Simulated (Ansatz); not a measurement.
PtRh₃, space group Pm-3m, the levels without and with spin-orbit coupling

Computed with the Python package of Ansatz (0.2.0).

Script `ptrh3.py`:
```python
import ansatz as az


def main() -> None:
    lattice = az.Lattice.of(
        (3.840481, 0.0, 0.0),
        (0.0, 3.840481, 0.0),
        (0.0, 0.0, 3.840481),
    )
    sites = [
        ("Rh", (0.5, 0.0, 0.0)),
        ("Rh", (0.0, 0.5, 0.0)),
        ("Rh", (0.0, 0.0, 0.5)),
        ("Pt", (0.5, 0.5, 0.5)),
    ]
    structure = az.Crystal(lattice=lattice)
    for symbol, position in sites:
        structure = structure.atom(symbol, position)

    job = structure.calculation()
    job = job.occupations(az.OccupationsMethod.GAUSSIAN, width=0.15).basis(510)
    job = job.kpoints(spacing=0.26).functional("pbesol")
    job = job.band_table()
    for label, variant in (("scalar-relativistic", job), ("spin-orbit", job.spin(soc=True))):
        r = variant.run().report
        zero = r["band_edges_ev"][0] if r.get("band_edges_ev") else r["fermi_energy_ev"]
        near = [round(e - zero, 3) for e in r["eigenvalues_ev"][0] if abs(e - zero) < 3]
        print(label)
        print("  band edges (eV):", [round(e, 3) for e in r.get("band_edges_ev") or []] or "none reported")
        print("  levels at k =", r["kpoints_frac"][0], "within 3 eV of the zero:", near)


if __name__ == "__main__":
    main()
```

```console
$ python ptrh3.py
scalar-relativistic
  band edges (eV): none reported
  levels at k = [0.0, 0.0, 0.0] within 3 eV of the zero: [-1.191, -1.191, 0.352, 0.352, 0.495, 0.73, 0.73, 0.73, 0.93, 0.93, 0.93, 2.722, 2.722, 2.722]
spin-orbit
  band edges (eV): none reported
  levels at k = [0.0, 0.0, 0.0] within 3 eV of the zero: [-1.166, -1.166, -1.166, -1.166, 0.18, 0.18, 0.18, 0.18, 0.464, 0.464, 0.68, 0.68, 0.68, 0.68, 0.832, 0.832, 1.073, 1.073, 1.073, 1.073, 1.083, 1.083, 2.165, 2.165, 2.853, 2.853, 2.853, 2.853]
```

What to keep in mind:
- This cell is a computed structure, which may not be the phase found in nature.
- Gaps and levels are Kohn-Sham values on a finite set of k-points.
- With spin-orbit coupling each level holds one electron and, with inversion or at time-reversal points, comes in pairs; a window in energy can cut a split set.
- Finished in 45 s on 1 thread of Arm Neoverse N1, with other jobs on the host, peak memory 0.65 GiB.
